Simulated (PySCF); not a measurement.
# C3H7NSSi2: electronic excitations

Wanted: the electronic excitations of C3H7NSSi2 (`[SiH3][SiH2]c1cncs1`), by calculation.

Computed with PySCF 2.14.0, with density-fitted response routines of our own, on a single molecule in the gas phase. Atoms count from 0, in the outputs and in this text.

## (1) The starting structure

14 atoms, charge 0, multiplicity 1; geometry from: GFN2-xTB.

Bonds of the start (Å): Si0–Si1 2.32, Si1–C2 1.88, C2–C3 1.37, C3–N4 1.35, N4–C5 1.28, C5–S6 1.74, S6–C2 1.73, Si0–H7 1.47, Si0–H8 1.47, Si0–H9 1.46, Si1–H10 1.47, Si1–H11 1.47, C3–H12 1.07, C5–H13 1.07.

## (2) Ultraviolet spectrum: CAM-B3LYP/def2-SVPD

Job settings and geometry (Å):

```
{"job": {"kind": "uv", "xc": "CAM-B3LYP", "basis": "def2-SVPD", "nstates": 8, "ntriplets": 3}, "charge": 0, "multiplicity": 1}
Si    -2.321494     1.233566     0.102569
Si    -1.252491    -0.819582     0.033380
C      0.600338    -0.571388     0.210182
C      1.560380    -0.456196    -0.753406
N      2.819785    -0.220810    -0.325175
C      2.872564    -0.143603     0.952454
S      1.349629    -0.357963     1.759096
H     -2.043896     1.975485     1.335800
H     -1.917936     2.097943    -1.010755
H     -3.773689     1.063057     0.018904
H     -1.639028    -1.747272     1.104267
H     -1.403551    -1.544578    -1.235372
H      1.379069    -0.544095    -1.809247
H      3.769642     0.034963     1.510511
```

With the program's defaults for keys left out, this is: TDDFT CAM-B3LYP/def2-SVPD, vertical, gas phase, core orbitals frozen in the response.

The run is started by

```
> OMP_NUM_THREADS=1 python probes_run.py task.json out
```

The driver reads the jobs from task.json and runs them one after another.

What it wrote:

```text
coarse grid: 13536 points
cycle   1  E = -1149.7641553545  dE =  1.035e+00  |g| = 3.507e-01  |ddm| = 5.590e+00
cycle   2  E = -1149.7613221668  dE =  2.833e-03  |g| = 4.276e-01  |ddm| = 1.695e+00
cycle   3  E = -1149.8013075824  dE = -3.999e-02  |g| = 6.249e-02  |ddm| = 1.059e+00
cycle   4  E = -1149.8023014738  dE = -9.939e-04  |g| = 2.483e-02  |ddm| = 1.894e-01
cycle   5  E = -1149.8024676607  dE = -1.662e-04  |g| = 9.813e-03  |ddm| = 5.975e-02
cycle   6  E = -1149.8024936442  dE = -2.598e-05  |g| = 2.372e-03  |ddm| = 2.081e-02
cycle   7  E = -1149.8024954802  dE = -1.836e-06  |g| = 1.168e-03  |ddm| = 6.679e-03
final grid: 117824 points
cycle   8  E = -1149.9428960047  dE = -1.765e-05  |g| = 2.639e-03  |ddm| = 6.734e-02
cycle   9  E = -1149.9428946718  dE =  1.333e-06  |g| = 3.581e-03  |ddm| = 1.300e-02
cycle  10  E = -1149.9428978383  dE = -3.166e-06  |g| = 3.394e-04  |ddm| = 7.588e-03
cycle  11  E = -1149.9428978666  dE = -2.832e-08  |g| = 1.759e-04  |ddm| = 9.348e-04
cycle  12  E = -1149.9428978742  dE = -7.617e-09  |g| = 3.805e-05  |ddm| = 3.567e-04
cycle  13  E = -1149.9428978747  dE = -4.447e-10  |g| = 1.036e-05  |ddm| = 1.037e-04
converged SCF energy = -1149.9428978747

Static polarisability (au): isotropic 113.519, principal 93.668 107.906 138.983

Singlet excitations
state   eV       nm        f      main configurations
  1   5.3422    232.1   0.00097   H-1->L 0.93
  2   5.5611    222.9   0.22024   H->L 0.94
  3   6.0890    203.6   0.05236   H-2->L 0.65, H->L+1 0.14
  4   6.1782    200.7   0.01188   H->L+1 0.41, H->L+4 0.15, H-2->L 0.12
  5   6.5709    188.7   0.01150   H->L+1 0.32, H->L+3 0.20, H->L+2 0.17
  6   6.7251    184.4   0.00428   H->L+4 0.37, H->L+2 0.34
  7   6.8420    181.2   0.00142   H-2->L+1 0.29, H->L+4 0.14, H-2->L+4 0.11
  8   7.0790    175.1   0.00546   H-1->L+7 0.40

Triplet excitations (Tamm-Dancoff, eV): 3.7409 4.9043 4.9688
```

Wall time 86 s (1 thread of Arm Neoverse N1, shared host); peak memory 0.97 GiB.

Frontier orbitals and where they lie:

| orbital | eV | atoms |
| --- | --- | --- |
| HOMO−3 | -10.51 | Si1 25 %, Si0 25 %, C2 13 % |
| HOMO−2 | -9.49 | S6 45 %, N4 18 %, C2 9 % |
| HOMO−1 | -9.41 | N4 59 %, S6 13 %, C5 9 % |
| HOMO | -8.55 | C2 25 %, C3 23 %, C5 18 % |
| LUMO | -0.09 | S6 21 %, C5 21 %, C2 18 % |
| LUMO+1 | 0.76 | Si1 24 %, S6 22 %, Si0 15 % |
| LUMO+2 | 0.95 | Si0 31 %, Si1 20 %, S6 12 % |

With each of the 8 states as a Gaussian band of 0.4 eV half-width at 1/e, the curve within the window shown has maxima at 222 nm (ε 9,400) L/(mol cm). Beyond the last state computed it falls off for lack of states. The curve at chosen wavelengths:

(nm, ε (L/mol/cm)): (168, 155), (172, 303), (175, 436), (179, 634), (183, 876), (187, 1209), (190, 1559), (194, 2180), (198, 2951), (201, 3613), (205, 4661), (209, 5971), (213, 7451), (216, 8464), (220, 9304), (224, 9256), (228, 8306), (231, 7171), (235, 5429), (239, 3769), (242, 2720), (246, 1653), (250, 941), (254, 505), (257, 306), (261, 150)

Further results of this job:

| property | computed |
| --- | --- |
| dipole moment (D) | 1.42 |
| polarisability (Å³) | 16.82 |
| HOMO–LUMO gap (eV) | 8.45 |
| −ε(HOMO) (eV) | 8.55 |

## (3) Summary of results

| quantity | value |
| --- | --- |
| lowest singlet (CAM-B3LYP/def2-SVPD) | 5.34 eV (232 nm), f = 0.001 |
| brightest single state of those computed | state 2, 5.56 eV, f = 0.220 |
| lowest triplet | 3.74 eV |

In words: The first singlet state (HOMO−1→LUMO 0.93) lies at 5.34 eV and is dark; of the 8 states computed, the strongest absorption comes from state 2 at 5.56 eV. The lowest triplet lies 1.60 eV below the lowest singlet (triplets in Tamm-Dancoff, singlets in full TDDFT).
